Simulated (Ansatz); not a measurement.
**AlBFH4N: vertical ionisation energy**

An exercise on one series of results from a longer session: the logs are not shown, and one member is left open.

Computed with Ansatz 0.2.0, Gaussian basis. Level: unrestricted cation, the program's frozen cores in correlated methods.

Levels to be run: UKS PBE-D4/def2-TZVPP; UKS r2SCAN-D4/def2-TZVPP; UKS PBE0-D4/def2-TZVPP; UKS B3LYP-D4/def2-TZVPP; UKS wB97X-V/def2-TZVPP; UKS wB97M-V/def2-TZVPP; UKS B2PLYP/def2-TZVPP; UHF-CCSD(T)/def2-TZVPP; UHF-MP2/def2-QZVPP; extrapolation to the limit; then −ε(HOMO) from the neutral's earlier runs with LDA (SPW92), PBE-D4, revPBE-D4, BLYP-D4, r2SCAN-D4, B97M-V, PBE0-D4, B3LYP-D4, r2SCANh-D4, r2SCAN0-D4, HSE06-D4, BHLYP-D4, CAM-B3LYP-D4, LC-ωPBE, ωB97X-V, ωB97M-V.

### The relaxed structure

All runs share one geometry, relaxed beforehand with PBE0-D4 in a triple-zeta def2 set.

SMILES `[NH2][AlH][BH]F`, 8 atoms, charge 0, spin multiplicity 1.

Atoms are counted from 1 here; the program's logs count them from 0.

Bond lengths: N1–Al2 1.770 Å, N1–H5 1.008 Å, N1–H6 1.008 Å, Al2–B3 2.169 Å, Al2–H7 1.590 Å, B3–F4 1.330 Å, B3–H8 1.208 Å. Angles: Al2–N1–H5 125.6°, Al2–N1–H6 124.3°, H5–N1–H6 110.2°, N1–Al2–B3 116.8°, N1–Al2–H7 116.9°, B3–Al2–H7 126.3°, Al2–B3–F4 118.5°, Al2–B3–H8 127.4°, F4–B3–H8 114.1°.

Geometry (Å):

| atom | x (Å) | y (Å) | z (Å) |
| --- | --- | --- | --- |
| N1 | -1.03491 | 1.23796 | 0.17805 |
| Al2 | 0.35839 | 0.24718 | 0.63700 |
| B3 | 0.82404 | -1.43858 | -0.64595 |
| F4 | 0.02209 | -1.69301 | -1.67548 |
| H5 | -1.36551 | 2.05008 | 0.67438 |
| H6 | -1.61447 | 1.06346 | -0.62773 |
| H7 | 1.14938 | 0.67952 | 1.94621 |
| H8 | 1.75318 | -2.20382 | -0.54239 |

Set-up of the first run:

in.yaml

```yaml
crystal:
  periodic: [false, false, false]
  atoms:
    - {symbol: N, position_ang: [-1.034906, 1.237962, 0.178051]}
    - {symbol: Al, position_ang: [0.358392, 0.247183, 0.637004]}
    - {symbol: B, position_ang: [0.824043, -1.438581, -0.645947]}
    - {symbol: F, position_ang: [0.022085, -1.693008, -1.675482]}
    - {symbol: H, position_ang: [-1.365507, 2.050082, 0.674377]}
    - {symbol: H, position_ang: [-1.614466, 1.063463, -0.627727]}
    - {symbol: H, position_ang: [1.149375, 0.679517, 1.946212]}
    - {symbol: H, position_ang: [1.753185, -2.203819, -0.542388]}
basis:
  gaussian: {orbitals: def2-TZVPP}
total_charge: 1
magnetization: {spin_polarized: true, initial_magnetization: 1}
hamiltonian: {xc: pbe, dispersion: d4}
```

Among the steps run: Cation, UKS PBE-D4/def2-TZVPP; Cation, UKS r2SCAN-D4/def2-TZVPP; Cation, UKS PBE0-D4/def2-TZVPP; Cation, UKS B3LYP-D4/def2-TZVPP; Cation, UKS wB97X-V/def2-TZVPP; Cation, UKS wB97M-V/def2-TZVPP; Cation, UKS B2PLYP (frozen core)/def2-TZVPP; Cation, UHF-CCSD(T)/def2-TZVPP; Cation, UHF-MP2/def2-QZVPP.

One of the session's tables, all rows but one given; the rest of the session is left out.

It belongs to the step «Ionisation energies side by side». Orbital estimates, from the neutral's runs:

```
  functional  −ε(HOMO) (eV)
 LDA (SPW92)           6.02
      PBE-D4           5.94
   revPBE-D4           5.90
     BLYP-D4           5.85
   r2SCAN-D4           6.19
      B97M-V           6.24
     PBE0-D4           7.21
    B3LYP-D4           7.03
  r2SCANh-D4           6.66
  r2SCAN0-D4           7.37
    HSE06-D4           6.81
    BHLYP-D4           8.42
CAM-B3LYP-D4           8.60
     LC-ωPBE           9.91
     ωB97X-V              ?
     ωB97M-V           9.36
```

Q: Estimate the row for ωB97X-V from the others.

The run gave: −ε(HOMO) (eV): 9.58. In the column «−ε(HOMO) (eV)» it lies between ωB97M-V (9.36) and LC-ωPBE (9.91).

To keep in mind: The cation may have settled in a state other than its lowest; no search over hole states beyond the program's own was made.
